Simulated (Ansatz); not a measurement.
**C₂H₁₀OSi₂: up Jacob's ladder to CCSD(T)**

How much do the methods differ for C₂H₁₀OSi₂? The plan is to run it at one geometry with functionals of several rungs and with coupled cluster. The yardstick is the atomisation energy at the CCSD(T) limit.

Method: functionals in def2-TZVPP, the program's frozen cores in correlated methods; program: Ansatz 0.2.0, Gaussian basis.

Plan: LDA (SPW92), PBE-D4, revPBE-D4, BLYP-D4, r2SCAN-D4, B97M-V, PBE0-D4, B3LYP-D4, r2SCANh-D4, r2SCAN0-D4, HSE06-D4, BHLYP-D4, CAM-B3LYP-D4, LC-ωPBE, ωB97X-V, ωB97M-V, B2PLYP, PBE-QIDH; CCSD(T)/def2-SVP; CCSD(T)/def2-TZVPP; MP2/def2-QZVPP; extrapolation to the limit; RPA on PBE.

## 1. The geometry

An earlier PBE0-D4 in a triple-zeta def2 set relaxation fixed the geometry.

15 atoms, charge 0, spin multiplicity 1.

Atoms are counted from 1 here; the program's logs count them from 0.

Bond lengths: O1–Si2 1.650 Å, O1–H6 0.959 Å, Si2–C3 1.874 Å, Si2–H7 1.484 Å, Si2–H8 1.494 Å, C3–C4 1.534 Å, C3–H9 1.098 Å, C3–H10 1.096 Å, C4–Si5 1.878 Å, C4–H11 1.097 Å, C4–H12 1.096 Å, Si5–H13 1.487 Å, Si5–H14 1.487 Å, Si5–H15 1.494 Å. Angles: Si2–O1–H6 117.3°, O1–Si2–C3 113.3°, O1–Si2–H7 105.3°, O1–Si2–H8 110.7°, C3–Si2–H7 109.5°, C3–Si2–H8 108.1°, H7–Si2–H8 109.8°, Si2–C3–C4 116.3°, Si2–C3–H9 106.0°, Si2–C3–H10 107.9°, C4–C3–H9 109.7°, C4–C3–H10 110.7°, H9–C3–H10 105.7°, C3–C4–Si5 116.1°, C3–C4–H11 110.3°, C3–C4–H12 110.5°, Si5–C4–H11 106.2°, Si5–C4–H12 107.6° and more.

## 2. LDA

This LDA is Slater exchange with PW92 correlation.

in.yaml

```yaml
crystal:
  periodic: [false, false, false]
  atoms:
    - {symbol: O, position_ang: [-1.575347, 1.267226, -1.187274]}
    - {symbol: Si, position_ang: [-0.754110, -0.073780, -1.685685]}
    - {symbol: C, position_ang: [-0.231314, -1.190407, -0.275048]}
    - {symbol: C, position_ang: [0.921254, -0.683710, 0.600640]}
    - {symbol: Si, position_ang: [0.561829, 0.840916, 1.636423]}
    - {symbol: H, position_ang: [-1.084123, 1.924487, -0.690656]}
    - {symbol: H, position_ang: [-1.694708, -0.801864, -2.572253]}
    - {symbol: H, position_ang: [0.468976, 0.310135, -2.452054]}
    - {symbol: H, position_ang: [0.045859, -2.148530, -0.734652]}
    - {symbol: H, position_ang: [-1.117746, -1.400160, 0.334961]}
    - {symbol: H, position_ang: [1.236836, -1.464404, 1.303072]}
    - {symbol: H, position_ang: [1.802557, -0.465963, -0.013869]}
    - {symbol: H, position_ang: [1.693626, 1.116063, 2.560637]}
    - {symbol: H, position_ang: [-0.685260, 0.667836, 2.427817]}
    - {symbol: H, position_ang: [0.389970, 2.051156, 0.777342]}
basis:
  gaussian: {orbitals: def2-TZVPP}
hamiltonian: {xc: lda}
output: {orbitals: {seedname: orbitals}}
```

Command:

```
$ ansatz run in.yaml --threads 2 --pin off --events-out ev --progress --plain --max-ram 32768MiB --backend cuda --devices 0, --max-vram 18GiB
```

The runs that follow: PBE-D4 (GGA); revPBE-D4 (GGA); BLYP-D4 (GGA); r2SCAN-D4 (meta-GGA); B97M-V (meta-GGA); B3LYP-D4 (hybrid); r2SCANh-D4 (hybrid); r2SCAN0-D4 (hybrid); HSE06-D4 (hybrid); BHLYP-D4 (hybrid); CAM-B3LYP-D4 (range-separated); LC-ωPBE (range-separated); ωB97X-V (range-separated); ωB97M-V (range-separated); B2PLYP (double hybrid); PBE-QIDH (double hybrid); CCSD(T) in def2-SVP; CCSD(T) in def2-TZVPP; MP2 in def2-QZVPP; RPA on PBE orbitals.

Q: Predict the results of all the runs planned. Wanted: atomisation energy, CCSD(T)/CBS; farthest beyond LDA; mean size of error, GGA; mean size of error, meta-GGA; mean size of error, hybrid; mean size of error, range-separated; mean size of error, double hybrid; gap, smallest and largest; T1 diagnostic.

As calculated:

| quantity | value |
| --- | --- |
| atomisation energy, CCSD(T)/CBS | 5314.2 kJ/mol |
| functionals within 26.6 kJ/mol (0.5 %) | PBE-D4, r2SCAN-D4, B97M-V, B3LYP-D4, CAM-B3LYP-D4, ωB97X-V, ωB97M-V |
| farthest beyond LDA | BHLYP-D4 (-110.0 kJ/mol) |
| mean size of error, GGA | 50.9 kJ/mol |
| mean size of error, meta-GGA | 7.8 kJ/mol |
| mean size of error, hybrid | 50.0 kJ/mol |
| mean size of error, range-separated | 19.6 kJ/mol |
| mean size of error, double hybrid | 67.0 kJ/mol |
| gap, smallest and largest | 5.92 eV (LDA (SPW92)), 13.14 eV (LC-ωPBE) |
| T1 diagnostic | 0.0108 |
| triples share of the correlation energy | 3.5 % |

**Reading.** The LDA atomisation energy is off by 622.4 kJ/mol (12 %): it overbinds. PBE-D4 is off by +0.9 kJ/mol. Double hybrids carry the basis error of their MP2 part in triple zeta, and no dispersion term here, so their miss is partly the set-up's. The rungs meta-GGA, range-separated miss on average by less than the doubt on the reference (26.6 kJ/mol), so they tie. Misses under about 26.6 kJ/mol are within the doubt on the reference itself, which lacks core-valence correlation, relativity and higher excitations. Hartree-Fock recovers 75 % of the binding; the rest is correlation. CCSD(T) in def2-SVP is off by -313.1 kJ/mol, which most functionals beat. Orbital gaps span 5.9 to 13.1 eV; exact exchange widens them.
